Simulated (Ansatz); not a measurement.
Crystal: Mg6ZrMn.

```
Zr Mn Mg
1.0
     4.92949    0.00000    0.00000
     0.00000    3.11593    5.59318
     0.00000   -3.11593    5.59318
Zr Mn Mg
1 1 6
Cartesian
  2.4647 0.0000 7.6784
  0.0000 0.0000 9.0953
  2.4647 0.0000 1.8524
  2.4647 -1.6066 4.7308
  2.4647 1.6066 4.7308
  0.0000 0.0000 3.6805
  0.0000 -1.5215 6.4887
  0.0000 1.5215 6.4887
```

The cell comes from a database or a generator and needn't be the stable form of this composition.

| Item | Value |
| --- | --- |
| Program | Ansatz 0.2.0 |
| Task | single point |
| Functional | PBE |
| Potentials or basis | Ansatz PAW |
| Cutoff | 420 eV (not typed: the program's choice for these potentials) |
| k mesh | 6 × 5 × 5 |
| Occupations | fermi-dirac, width 0.05 eV |
| Spin | collinear spin, ferromagnetic start |
| Starting moments | [0.0, 4.0, 0.0, 0.0, 0.0, 0.0, 0.0, 0.0] μB |

On this cell: pressure -0.2 GPa; largest force 0.052 eV/Å; net moment 2.78 μB per cell; site moments Zr -0.42; Mn +3.55; Mg +0.01, -0.02, -0.03 μB; band gap on the k mesh none (metal or under the smearing width).

The same run follows on a disturbed copy (atoms moved at random, drawn with an rms of 0.05 Å):

```
Zr Mn Mg
1.0
     4.92949    0.00000    0.00000
     0.00000    3.11593    5.59318
     0.00000   -3.11593    5.59318
Zr Mn Mg
1 1 6
Direct
  0.49794 0.68584 0.67943
  0.99956 0.81405 0.81709
  0.51016 0.17066 0.16650
  0.49589 0.16234 0.68549
  0.49768 0.68149 0.16512
  0.00838 0.33174 0.33949
  0.99674 0.33308 0.82167
  0.00329 0.81740 0.33842
```

Question: What changes?

Answer: The energy (extrapolated to zero smearing) moves by +4.5 meV/atom; pressure -0.2 GPa; largest force 0.311 eV/Å; net moment 2.80 μB per cell; site moments Zr -0.43; Mn +3.60; Mg +0.00, -0.02, -0.03 μB; band gap on the k mesh none (metal or under the smearing width).

Forces in eV/Å, atoms in the order of the input:
```
Zr   0.047 -0.110  0.241
Mn  -0.025 -0.012 -0.116
Mg  -0.135 -0.016  0.003
Mg   0.090  0.031 -0.043
Mg   0.112  0.017 -0.054
Mg  -0.105  0.006 -0.292
Mg   0.074 -0.090  0.160
Mg  -0.059  0.175  0.101
```

Stress tensor (GPa, compression positive):
```
-0.18 -0.04 -0.01
-0.04 -0.05 -0.20
-0.01 -0.20 -0.42
```
